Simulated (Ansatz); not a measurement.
# Zr2: the cost of one run

Computed with Ansatz 0.2.0, Gaussian basis. Level: def2-TZVPP, core rule «outside noble gas», up to 8 orbitals frozen.

Plan: UHF; CCSD(T) on ROHF; CCSD(T) on UHF; CCSDT(Q) on ROHF; CCSDT(Q) on UHF; CASSCF and MRCISD+Q, 7 electrons in 12 orbitals; CASSCF and NEVPT2, 7 electrons in 12 orbitals.

4 further runs of the same task are left out: 1 for a known fault of the program, 3 set aside as unsound or not needed.

## Step 1: The system

The geometry is a PBE0/def2-TZVP stationary point (not a proven minimum) of the parent state, kept for this charge and spin. No spin-orbit coupling is included. Elements past krypton take def2 core potentials.

2 atoms, charge 1, spin multiplicity 4.

Atoms are counted from 1 here; the program's logs count them from 0.

Bond lengths: Zr1–Zr2 2.388 Å.

## Step 2: UHF

in.yaml reads:

```yaml
crystal:
  periodic: [false, false, false]
  atoms:
    - {symbol: Zr, position_ang: [0.000000, 0.000000, 0.000000]}
    - {symbol: Zr, position_ang: [0.000000, 0.000000, 2.387600]}
basis:
  gaussian: {orbitals: def2-TZVPP}
total_charge: 1
magnetization: {spin_polarized: true, initial_magnetization: 3}
hamiltonian: {xc: hf}
output: {orbitals: {seedname: orbitals}}
```

Run with:

```bash
ansatz run in.yaml --threads 1 --pin off --events-out ev --progress --plain --max-ram 2816MiB --backend cpu
```

Q: Estimate wall time and peak memory on 1 thread of AMD EPYC 7R13, shared host.

About 74 s, with a peak of 0.3 GiB.
